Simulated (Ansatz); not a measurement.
# Hf: the cost of one run

Program: Ansatz 0.2.0. Level of theory: DFT r2SCAN, scalar-relativistic, plane waves, PAW. These are calculated values, not measurements.

This is Hf in the bcc structure; at room conditions it is hcp.

3 further runs of the same task are left out: 1 that didn't finish, 2 set aside as unsound or not needed.

### Step 1. The starting structure

The structure is cubic, space group Im-3m (No. 229). Conventional cell: a = 3.538 Å, b = 3.538 Å, c = 3.538 Å, α = 90.00°, β = 90.00°, γ = 90.00°. Around Hf (site symmetry m-3m) lie 8 Hf at 3.06 Å.

Coordinates:

```
CELL_PARAMETERS angstrom
-1.76900 1.76900 1.76900
1.76900 -1.76900 1.76900
1.76900 1.76900 -1.76900
ATOMIC_POSITIONS crystal
Hf 0.00000 0.00000 0.00000
```

This cell was relaxed beforehand with the same method: volume 22.14 Å³/atom, gap on the mesh none (metal).

### Step 2. Bands, states and charges

input.yaml

```yaml
crystal:
  lattice:
    - [-1.7689966745, 1.7689966745, 1.7689966745]
    - [1.7689966745, -1.7689966745, 1.7689966745]
    - [1.7689966745, 1.7689966745, -1.7689966745]
  atoms:
    - { symbol: Hf, position: [0.0, 0.0, 0.0] }
basis:
  ecutwfc: 500
kpoints:
  mp_grid: { grid: [16, 16, 16] }
  band_path:
    path:
      - [[0.0, 0.0, 0.0], [0.5, -0.5, 0.5], [0.0, 0.0, 0.5], [0.0, 0.0, 0.0], [0.25, 0.25, 0.25], [0.5, -0.5, 0.5]]
      - [[0.25, 0.25, 0.25], [0.0, 0.0, 0.5]]
    npoints: 14
hamiltonian:
  xc: r2scan
scf:
  occupations: { method: gaussian, width: 0.1 }
  n_extra_bands: 6
output:
  forces: true
  stress: true
  eigenvalues: true
  populations: true
  dos: { projected: true, de: 0.02, nscf_kmesh: { grid: [24, 24, 24] } }
  bader: true
  write_density: true
  write_potential: true
  elf: true
  volumetric_format: npy
```

Command:

```bash
$ ansatz run input.yaml --threads 1 --pin off --max-ram 2560MiB --backend cpu --events-out ev --progress --plain --runs-dir out
```

Q: Estimate wall time and peak memory on 1 thread of Arm Neoverse V1, shared host.

About 23 s, with a peak of 0.41 GiB.
